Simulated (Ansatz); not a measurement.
# RuGe (septet): the correlation ladder, def2-TZVPP

An exercise on one series of results from a longer session: the logs are not shown, and one member is left open.

Method: def2-TZVPP, core rule «outside noble gas», up to 18 orbitals frozen; program: Ansatz 0.2.0, Gaussian basis.

Plan: UHF; CCSD(T) on ROHF; CCSD(T) on UHF; CCSDT(Q) on ROHF; CCSDT(Q) on UHF; CASSCF and MRCISD+Q, 12 electrons in 10 orbitals; CASSCF and NEVPT2, 12 electrons in 10 orbitals.

5 further runs of the same task are left out: 5 set aside as unsound or not needed.

## The geometry

The geometry is a PBE0/def2-TZVP stationary point (not a proven minimum) of the parent state, kept for this charge and spin. No spin-orbit coupling is included. Elements past krypton take def2 core potentials. The filled d shell of Ge may be among the frozen orbitals whatever the setting's name suggests; the logs give the count.

2 atoms, charge 0, spin multiplicity 7.

Atoms are counted from 1 here; the program's logs count them from 0.

Bond lengths: Ru1–Ge2 2.274 Å.

The first run:

File in.yaml:

```yaml
crystal:
  periodic: [false, false, false]
  atoms:
    - {symbol: Ru, position_ang: [0.000000, 0.000000, 0.000000]}
    - {symbol: Ge, position_ang: [0.000000, 0.000000, 2.274400]}
basis:
  gaussian: {orbitals: def2-TZVPP}
magnetization: {spin_polarized: true, initial_magnetization: 6}
hamiltonian: {xc: hf}
output: {orbitals: {seedname: orbitals}}
```

Started as:

```
ansatz run in.yaml --threads 1 --pin off --events-out ev --progress --plain --max-ram 3968MiB --backend cpu
```

Among the steps run: UHF; CCSD(T) on ROHF; CCSD(T) on UHF; CCSDT(Q) on ROHF; CCSDT(Q) on UHF; CASSCF and MRCISD+Q, 12 electrons in 10 orbitals; CASSCF and NEVPT2, 12 electrons in 10 orbitals.

One of the session's tables, all rows but one given; the rest of the session is left out.

It belongs to the step «Misses and costs». 

```
          method  from RCCSDT(Q) (meV)
            ROHF               +8248.4
             UHF               +7980.9
            RMP2                +752.3
            UMP2                +653.9
           RCCSD                +484.5
           UCCSD                +379.6
        RCCSD(T)                 +69.0
        UCCSD(T)                     ?
          RCCSDT                 +24.3
          UCCSDT                 -67.0
       RCCSDT(Q)                     0
       UCCSDT(Q)                 -93.6
  CASSCF valence               +7678.0
  NEVPT2 valence               +1223.5
  MRCISD valence                +934.5
MRCISD+Q valence                +265.2
```

**Question.** Estimate the row for UCCSD(T).

The run gave: from RCCSDT(Q) (meV): -25.8. In the column «from RCCSDT(Q) (meV)» it lies between UCCSDT (-67.0) and RCCSDT(Q) (0).

Limits of these values: Warnings: coupled cluster took another determinant than the lowest. Restricted and unrestricted rows rest on different reference determinants; where their highest levels disagree by more than a few hundredths of an eV, they describe different states and don't form one ladder.
